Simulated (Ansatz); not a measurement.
# CH₄BFO: taking an electron away

How much energy removes an electron from CH₄BFO at fixed geometry? The cation is run at each level and the neutral's energy taken from earlier runs.

Computed with Ansatz 0.2.0, Gaussian basis. Level: unrestricted cation, the program's frozen cores in correlated methods.

Plan: UKS PBE-D4/def2-TZVPP; UKS r2SCAN-D4/def2-TZVPP; UKS PBE0-D4/def2-TZVPP; UKS B3LYP-D4/def2-TZVPP; UKS wB97X-V/def2-TZVPP; UKS wB97M-V/def2-TZVPP; UKS B2PLYP/def2-TZVPP; UHF-CCSD(T)/def2-TZVPP; UHF-MP2/def2-QZVPP; extrapolation to the limit; then −ε(HOMO) from the neutral's earlier runs with LDA (SPW92), PBE-D4, revPBE-D4, BLYP-D4, r2SCAN-D4, B97M-V, PBE0-D4, B3LYP-D4, r2SCANh-D4, r2SCAN0-D4, HSE06-D4, BHLYP-D4, CAM-B3LYP-D4, LC-ωPBE, ωB97X-V, ωB97M-V.

## (1) The relaxed structure

All runs share one geometry, relaxed beforehand with PBE0-D4 in a triple-zeta def2 set.

SMILES `OCBF`, 8 atoms, charge 0, spin multiplicity 1.

Atoms are counted from 1 here; the program's logs count them from 0.

Bond lengths: O1–C2 1.408 Å, O1–H5 0.959 Å, C2–B3 1.560 Å, C2–H6 1.105 Å, C2–H7 1.105 Å, B3–F4 1.317 Å, B3–H8 1.201 Å. Angles: C2–O1–H5 108.9°, O1–C2–B3 113.4°, O1–C2–H6 112.5°, O1–C2–H7 112.5°, B3–C2–H6 106.7°, B3–C2–H7 106.6°, H6–C2–H7 104.5°, C2–B3–F4 121.5°, C2–B3–H8 120.7°, F4–B3–H8 117.8°.

Geometry (Å):

| atom | x (Å) | y (Å) | z (Å) |
| --- | --- | --- | --- |
| O1 | -1.2405 | 0.7626 | -0.1693 |
| C2 | 0.1179 | 0.4250 | -0.0136 |
| B3 | 0.3686 | -1.1120 | 0.0760 |
| F4 | -0.6229 | -1.9767 | 0.0072 |
| H5 | -1.3191 | 1.7175 | -0.2173 |
| H6 | 0.5631 | 0.8720 | 0.8937 |
| H7 | 0.7442 | 0.7998 | -0.8434 |
| H8 | 1.4810 | -1.5454 | 0.2108 |

## (2) Cation, UKS PBE-D4/def2-TZVPP

in.yaml reads:

```yaml
crystal:
  periodic: [false, false, false]
  atoms:
    - {symbol: O, position_ang: [-1.240479, 0.762554, -0.169274]}
    - {symbol: C, position_ang: [0.117869, 0.425000, -0.013594]}
    - {symbol: B, position_ang: [0.368617, -1.112004, 0.076042]}
    - {symbol: F, position_ang: [-0.622888, -1.976734, 0.007249]}
    - {symbol: H, position_ang: [-1.319117, 1.717475, -0.217297]}
    - {symbol: H, position_ang: [0.563052, 0.872021, 0.893711]}
    - {symbol: H, position_ang: [0.744177, 0.799850, -0.843376]}
    - {symbol: H, position_ang: [1.480968, -1.545363, 0.210840]}
basis:
  gaussian: {orbitals: def2-TZVPP}
total_charge: 1
magnetization: {spin_polarized: true, initial_magnetization: 1}
hamiltonian: {xc: pbe, dispersion: d4}
```

The runs that follow: Cation, UKS r2SCAN-D4/def2-TZVPP; Cation, UKS PBE0-D4/def2-TZVPP; Cation, UKS B3LYP-D4/def2-TZVPP; Cation, UKS wB97X-V/def2-TZVPP; Cation, UKS wB97M-V/def2-TZVPP; Cation, UKS B2PLYP (frozen core)/def2-TZVPP; Cation, UHF-CCSD(T)/def2-TZVPP; Cation, UHF-MP2/def2-QZVPP.

Q: Predict the results of all the runs planned. Wanted: ionisation energy, CCSD(T)/CBS; nearest functional by difference; nearest −ε(HOMO); −ε(HOMO) of PBE; T1 of the cation.

The runs gave:

| quantity | value |
| --- | --- |
| ionisation energy, CCSD(T)/CBS | 11.29 eV |
| nearest functional by difference | B2PLYP (-0.24 eV) |
| nearest −ε(HOMO) | LC-ωPBE (-0.26 eV) |
| −ε(HOMO) of PBE | 6.49 eV |
| T1 of the cation | 0.028 |

In words: Energy differences with functionals land within 0.83 eV of the reference. −ε(HOMO) of PBE misses by 4.8 eV, since self-interaction lifts the level. Among orbital estimates LC-ωPBE comes nearest. Hartree-Fock falls 1.49 eV short, as the neutral has more correlation energy than the cation.
